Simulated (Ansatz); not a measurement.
# HfO2: the cost of one run

Program: Ansatz 0.2.0. Level of theory: DFT r2SCAN, scalar-relativistic, plane waves, PAW. These are calculated values, not measurements.

**1. The system as given**

It takes space group Fm-3m (No. 225, cubic). The conventional cell has a = 5.032 Å, b = 5.032 Å, c = 5.032 Å, α = 90.00°, β = 90.00°, γ = 90.00°. Hf (site symmetry m-3m) is surrounded by 8 O at 2.18 Å. O (site symmetry -43m) is surrounded by 4 Hf at 2.18 Å.

Structure file:

```
Hf O
1.0
     0.00000    2.51608    2.51608
     2.51608    0.00000    2.51608
     2.51608    2.51608    0.00000
Hf O
1 2
Direct
  0.00000 0.00000 0.00000
  0.75000 0.75000 0.75000
  0.25000 0.25000 0.25000
```

This is candidate A: structure listed in a database for this formula (Fm-3m, No. 225).

(A quick probe on a coarse mesh, which set the mesh and smearing, is not shown.)

**3. Rough relaxation on the coarse mesh (candidate A)**

input.yaml reads:

```yaml
crystal:
  lattice:
    - [0.0, 2.51607961, 2.51607961]
    - [2.51607961, 0.0, 2.51607961]
    - [2.51607961, 2.51607961, 0.0]
  atoms:
    - { symbol: Hf, position: [0.0, 0.0, 0.0] }
    - { symbol: O, position: [0.75, 0.75, 0.75] }
    - { symbol: O, position: [0.25, 0.25, 0.25] }
basis:
  ecutwfc: 500
kpoints:
  mp_grid: { grid: [6, 6, 6] }
hamiltonian:
  xc: r2scan
scf:
  occupations: { method: gaussian, width: 0.1 }
  lower_state_search: "off"
output:
  forces: true
  stress: true
  eigenvalues: true
relax:
  adjacent_minimum: "off"
  f_tol: 0.04
  max_steps: 70
  cell: { stress_tol: 0.4 }
```

Launch:

```
$ ansatz run input.yaml --threads 1 --pin off --max-ram 3072MiB --backend cpu --events-out ev --progress --plain --runs-dir out
```

Q: Estimate wall time and peak memory on 1 thread of Arm Neoverse V2, shared host.

About 8.1 s, with a peak of 0.38 GiB.
